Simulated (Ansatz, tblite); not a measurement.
# Al(H2S)F3 (AlF₃H₂S): one state, many levels

How do method and basis change the picture of Al(H2S)F3 (AlF₃H₂S) (singlet)?

Method: as each input shows; program: Ansatz 0.2.0, Gaussian basis.

Plan: GFN1-xTB, GFN2-xTB, PBE-D4/def2-TZVP, r2SCAN-D4/def2-TZVP, HF/def2-TZVP, B2PLYP/def2-TZVP, B3LYP-D4/def2-TZVP, LC-ωPBE/def2-TZVP, ωB97M-V/def2-TZVP, LDA/def2-TZVP, BLYP-D4/def2-TZVP, PBE-D4/def2-SVP, PBE0-D4/def2-SVP, HF/6-31G, B3LYP-D4/6-31G, PBE0-D4/def2-TZVPD, PBE-D4/def2-TZVPD, r2SCAN-D4/def2-TZVPD, CCSD(T)/def2-TZVPP, MP2/def2-TZVP, RPA/def2-TZVP.

## Step 1: The structure

The geometry is that of the singlet, from an earlier relaxation (PBE-D4/def2-SVP).

7 atoms, charge 0, spin multiplicity 1.

Bond lengths: Al1–S2 2.505 Å, Al1–F5 1.673 Å, Al1–F6 1.677 Å, Al1–F7 1.673 Å, S2–H3 1.365 Å, S2–H4 1.365 Å. Angles: S2–Al1–F5 99.2°, S2–Al1–F6 96.8°, S2–Al1–F7 99.1°, F5–Al1–F6 117.1°, F5–Al1–F7 119.6°, F6–Al1–F7 117.0°, Al1–S2–H3 93.7°, Al1–S2–H4 93.7°, H3–S2–H4 92.0°.

Coordinates:

```xyz
7
charge 0, multiplicity 1
Al    0.1364   -0.2335   -0.9964
S     0.1512   -0.2514    1.5081
H     0.5169    1.0602    1.6030
H    -1.1740    0.0605    1.6060
F     1.7858   -0.1981   -1.2743
F    -0.6990    1.2088   -1.1791
F    -0.7173   -1.6465   -1.2673
```

PBE0-D4/def2-TZVP was run before; its log isn't repeated, and its numbers join the tables.

## Step 2: GFN1-xTB

Tight binding, by tblite at 300 K electronic temperature and without a spin-polarisation term:

```python
tblite.interface.Calculator('GFN1-xTB', numbers, positions, charge=0, uhf=0).singlepoint()
```

Energy -590.8690 eV, HOMO -13.31 eV, LUMO -8.06 eV; 0.005 s.

## Step 3: GFN2-xTB

Tight binding, by tblite at 300 K electronic temperature and without a spin-polarisation term:

```python
tblite.interface.Calculator('GFN2-xTB', numbers, positions, charge=0, uhf=0).singlepoint()
```

Energy -538.6217 eV, HOMO -12.66 eV, LUMO -7.19 eV; 0.004 s.

## Step 4: PBE-D4/def2-TZVP

start.molden holds the orbitals of an earlier run on this state, given as this run's starting guess.

in.yaml

```yaml
crystal:
  periodic: [false, false, false]
  atoms:
    - {symbol: Al, position_ang: [0.136415, -0.233492, -0.996358]}
    - {symbol: S, position_ang: [0.151250, -0.251414, 1.508065]}
    - {symbol: H, position_ang: [0.516887, 1.060232, 1.603033]}
    - {symbol: H, position_ang: [-1.173965, 0.060527, 1.606011]}
    - {symbol: F, position_ang: [1.785752, -0.198127, -1.274315]}
    - {symbol: F, position_ang: [-0.698992, 1.208785, -1.179112]}
    - {symbol: F, position_ang: [-0.717347, -1.646512, -1.267334]}
basis:
  gaussian: {orbitals: def2-TZVP, initial_orbitals: start.molden}
hamiltonian: {xc: pbe, dispersion: d4}
scf: {omitted_lower_state_checks: [starts]}
output: {orbitals: {seedname: orbitals}}
```

Command:

```
> ansatz run in.yaml --threads 4 --pin off --events-out ev --progress --plain --max-ram 3916MiB
```

The runs that follow: r2SCAN-D4/def2-TZVP; HF/def2-TZVP; B2PLYP/def2-TZVP; B3LYP-D4/def2-TZVP; LC-ωPBE/def2-TZVP; ωB97M-V/def2-TZVP; LDA/def2-TZVP; BLYP-D4/def2-TZVP; PBE-D4/def2-SVP; PBE0-D4/def2-SVP; HF/6-31G; B3LYP-D4/6-31G; PBE0-D4/def2-TZVPD; PBE-D4/def2-TZVPD; r2SCAN-D4/def2-TZVPD; CCSD(T)/def2-TZVPP; MP2/def2-TZVP; RPA/def2-TZVP.

Q: Predict the results of all the runs planned. Wanted: gap in def2-TZVP, named functionals and Hartree-Fock, smallest and largest; correlation energy, CCSD(T)/def2-TZVPP; correlation energy, MP2/def2-TZVP; binding an atom, CCSD(T)/def2-TZVPP; PBE0 total energy, smallest basis above largest.

The runs gave:

```
                                                                  quantity                             value
gap in def2-TZVP, named functionals and Hartree-Fock, smallest and largest  6.22 eV (BLYP-D4), 15.60 eV (HF)
                                    correlation energy, CCSD(T)/def2-TZVPP                         -29.28 eV
                                         correlation energy, MP2/def2-TZVP                         -27.57 eV
                                       binding an atom, CCSD(T)/def2-TZVPP                          3.793 eV
                           PBE0 total energy, smallest basis above largest   16.71 eV (def2-SVP, def2-TZVPD)
```

What this shows: Over the named functionals and Hartree-Fock in def2-TZVP the gap runs from 6.22 eV (BLYP-D4) to 15.60 eV (HF); exact exchange widens it. A small miss in a minimal or small basis is a cancelling of errors, not accuracy. The functionals in def2-TZVP miss CCSD(T)/def2-TZVPP by -0.001 (PBE0-D4) to +0.609 eV (LDA) an atom. CCSD(T)/def2-TZVPP isn't at the basis-set limit; small misses against it rank nothing.
